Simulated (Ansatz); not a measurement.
# C2H9N3Si: up Jacob's ladder to CCSD(T)

The task here is to estimate one member of a computed series from the others.

The runs use Ansatz 0.2.0, Gaussian basis; functionals in def2-TZVPP, the program's frozen cores in correlated methods.

The runs, in order: LDA (SPW92), PBE-D4, revPBE-D4, BLYP-D4, r2SCAN-D4, B97M-V, PBE0-D4, B3LYP-D4, r2SCANh-D4, r2SCAN0-D4, HSE06-D4, BHLYP-D4, CAM-B3LYP-D4, LC-ωPBE, ωB97X-V, ωB97M-V, B2PLYP, PBE-QIDH; CCSD(T)/def2-SVP; CCSD(T)/def2-TZVPP; MP2/def2-QZVPP; extrapolation to the limit; RPA on PBE.

## The relaxed structure

The geometry comes from an earlier relaxation with PBE0-D4 in a triple-zeta def2 set; it is a stationary point, not always the lowest conformer.

SMILES `C=C[Si](N)(N)N`, 15 atoms, charge 0, spin multiplicity 1.

Atoms are counted from 1 here; the program's logs count them from 0.

Bond lengths: C1–C2 1.331 Å, C1–H7 1.087 Å, C1–H8 1.087 Å, C2–Si3 1.866 Å, C2–H9 1.090 Å, Si3–N4 1.719 Å, Si3–N5 1.716 Å, Si3–N6 1.719 Å, N4–H10 1.007 Å, N4–H11 1.007 Å, N5–H12 1.007 Å, N5–H13 1.007 Å, N6–H14 1.007 Å, N6–H15 1.007 Å. Angles: C2–C1–H7 121.3°, C2–C1–H8 122.5°, H7–C1–H8 116.2°, C1–C2–Si3 124.3°, C1–C2–H9 117.4°, Si3–C2–H9 118.2°, C2–Si3–N4 105.5°, C2–Si3–N5 119.6°, C2–Si3–N6 104.0°, N4–Si3–N5 103.1°, N4–Si3–N6 122.4°, N5–Si3–N6 103.5°, Si3–N4–H10 119.2°, Si3–N4–H11 120.2°, H10–N4–H11 111.1°, Si3–N5–H12 119.5°, Si3–N5–H13 118.9°, H12–N5–H13 111.5° and more.

The first run:

in.yaml reads:

```yaml
crystal:
  periodic: [false, false, false]
  atoms:
    - {symbol: C, position_ang: [-0.029902, -2.280371, 0.568276]}
    - {symbol: C, position_ang: [-0.317948, -1.038000, 0.949351]}
    - {symbol: Si, position_ang: [0.010378, 0.481976, -0.082431]}
    - {symbol: N, position_ang: [0.159507, -0.083154, -1.699150]}
    - {symbol: N, position_ang: [1.459583, 1.369369, 0.155139]}
    - {symbol: N, position_ang: [-1.218745, 1.583893, 0.398046]}
    - {symbol: H, position_ang: [0.414557, -2.484877, -0.402178]}
    - {symbol: H, position_ang: [-0.213639, -3.143203, 1.203649]}
    - {symbol: H, position_ang: [-0.748159, -0.904338, 1.942359]}
    - {symbol: H, position_ang: [0.479721, 0.550419, -2.413809]}
    - {symbol: H, position_ang: [-0.506036, -0.741625, -2.069266]}
    - {symbol: H, position_ang: [2.339877, 0.964332, -0.118355]}
    - {symbol: H, position_ang: [1.555026, 1.933266, 0.983548]}
    - {symbol: H, position_ang: [-1.269769, 2.500493, -0.017011]}
    - {symbol: H, position_ang: [-2.136252, 1.241019, 0.631333]}
basis:
  gaussian: {orbitals: def2-TZVPP}
hamiltonian: {xc: lda}
output: {orbitals: {seedname: orbitals}}
```

Launch:

```console
ansatz run in.yaml --threads 4 --pin off --events-out ev --progress --plain --max-ram 11315MiB
```

Among the steps run: LDA; PBE-D4 (GGA); revPBE-D4 (GGA); BLYP-D4 (GGA); r2SCAN-D4 (meta-GGA); B97M-V (meta-GGA); B3LYP-D4 (hybrid); r2SCANh-D4 (hybrid); r2SCAN0-D4 (hybrid); HSE06-D4 (hybrid); BHLYP-D4 (hybrid); CAM-B3LYP-D4 (range-separated); LC-ωPBE (range-separated); ωB97X-V (range-separated); ωB97M-V (range-separated); B2PLYP (double hybrid); PBE-QIDH (double hybrid).

One table of the session follows, with a row left open; its other results are not shown here.

It belongs to the step «Frontier levels by functional». 

```
  functional  HOMO (eV)  gap (eV)
 LDA (SPW92)      -5.56      4.19
      PBE-D4      -5.38      4.25
   revPBE-D4      -5.31      4.28
     BLYP-D4      -5.26      4.28
   r2SCAN-D4      -5.68      4.76
      B97M-V      -5.76      4.88
     PBE0-D4      -6.82      6.68
    B3LYP-D4      -6.58      6.22
  r2SCANh-D4      -6.22      5.66
  r2SCAN0-D4          ?         ?
    HSE06-D4      -6.41      5.89
    BHLYP-D4      -8.19      9.13
CAM-B3LYP-D4      -8.27      9.27
     LC-ωPBE      -9.69     11.86
     ωB97X-V      -9.31     11.37
     ωB97M-V      -9.22     11.14
```

**Question.** Estimate the row for r2SCAN0-D4.

Worked estimate for «HOMO (eV)». Against the share of exact exchange, r2SCAN-D4 (0, -5.68), r2SCANh-D4 (0.1, -6.22) give a slope of -5.40 per unit share; at 0.25 the line stands at -7.03.

As computed: HOMO (eV): -7.04; gap (eV): 7.01. In «HOMO (eV)» the line misses by +0.01.
